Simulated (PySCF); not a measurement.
# Eu(OH)3: other functionals and bases at one geometry

An exercise on one series of results from a longer session: the logs are not shown, and one member is left open.

Computed with PySCF 2.14.0. Level: several levels, as the steps say, no spin–orbit coupling.

3 further runs of the same task are left out: 1 for a known fault of the program, 2 that didn't finish.

**The starting structure**

7 atoms, charge 0, spin multiplicity 1.

Bond lengths: Eu1–O2 2.090 Å, Eu1–O4 2.090 Å, Eu1–O6 2.090 Å, O2–H3 0.967 Å, O4–H5 0.967 Å, O6–H7 0.967 Å. Angles: O2–Eu1–O4 118.7°, O2–Eu1–O6 118.7°, O4–Eu1–O6 118.7°, Eu1–O2–H3 174.4°, Eu1–O4–H5 174.4°, Eu1–O6–H7 174.4°.

Coordinates:

```mol
EuH3O3
  3D, bonds by distance, orders not assigned

  7  6  0  0  0  0  0  0  0  0999 V2000
   -0.0000    0.0000   -0.1473 Eu  0  0
    2.0764    0.0000    0.0918 O   0  0
    3.0220    0.0000    0.2952 H   0  0
   -1.0382    1.7982    0.0918 O   0  0
   -1.5110    2.6171    0.2952 H   0  0
   -1.0382   -1.7982    0.0918 O   0  0
   -1.5110   -2.6171    0.2952 H   0  0
  1  2  8  0
  1  4  8  0
  1  6  8  0
  2  3  8  0
  4  5  8  0
  6  7  8  0
M  END
```

Formal oxidation states: Eu +3. Each metal's 6 4f electrons lie in its core potential, so multiplicities, spins and levels count the valence alone. An earlier session relaxed this geometry at PBE, Eu lcecp-1-SVP with ECP52, O def2-SVP, H def2-SVP (singlet, point group C3v).

At PBE on the finer grid: E = -262.571439 Eh, HOMO -5.85 eV, LUMO -2.00 eV, Mulliken charge on Eu1 +0.87 e, largest force component 0.016 eV/Å. 

Levels to run: BP86; TPSSh; CAM-B3LYP; PBE0; PBE, TZVP. Hardware: 2 threads of AMD EPYC 7R43 (Zen 3), shared host.

Set-up of the first run:

run.py (the lines that set the calculation)

```python
mol = gto.M(atom='''
Eu     0.00000     0.00000    -0.14732
O      2.07638     0.00001     0.09180
H      3.02200     0.00002     0.29520
O     -1.03820     1.79820     0.09180
H     -1.51102     2.61712     0.29520
O     -1.03818    -1.79821     0.09180
H     -1.51099    -2.61714     0.29520''',
    basis={'Eu': 'lcecp-1-SVP', 'O': 'def2-SVP', 'H': 'def2-SVP'},
    ecp={'Eu': 'lcecp-1-SVP'},
    charge=0, spin=0)
mf = dft.RKS(mol, xc='B88,P86')
mf.grids.atom_grid = (75, 302)  # f atoms: unpruned, at least (60, 302)
mf = mf.density_fit()  # fitting sets: Eu AutoAux, O def2-universal-JKFIT, H def2-universal-JKFIT
mf.conv_tol = 1e-08; mf.max_cycle = 55
mf.kernel(dm0)  # dm0: the density of the relaxed state
```

Run with:

```console
> OMP_NUM_THREADS=2 python run.py
```

Steps of the session up to this table: BP86; TPSSh; CAM-B3LYP; PBE0; PBE, TZVP.

One of the session's tables, all rows but one given; the rest of the session is left out.

```
             level  HOMO (eV)  gap (eV)  charge on Eu1 (e)  dipole (D)  largest force component (eV/Å)
PBE (relaxed here)      -5.85      3.85               0.87        0.71                            0.02
              BP86      -5.95      4.04               0.88        0.72                            0.04
             TPSSh      -6.59      5.09               1.06        0.79                            0.29
         CAM-B3LYP      -8.97      8.33               1.06        0.81                            0.50
              PBE0          ?         ?                  ?           ?                               ?
         PBE, TZVP      -6.15      4.08               1.48        0.86                            0.30
```

**Question.** Estimate the row for PBE0.

As computed: HOMO (eV): -7.53; gap (eV): 6.23; charge on Eu1 (e): 1.09; dipole (D): 0.80; largest force component (eV/Å): 0.59. In the column «HOMO (eV)» it lies between CAM-B3LYP (-8.97) and TPSSh (-6.59).

In one basis the HOMO–LUMO gap runs from 3.85 eV (PBE) to 8.33 eV (CAM-B3LYP). The largest leftover force, 0.59 eV/Å with PBE0, stands at a geometry relaxed at another level. With 4f in the core, its levels are missing from HOMO and gap, and its count is fixed, so no charge can pass from the ligands into it. Total energies of different levels can't be compared.
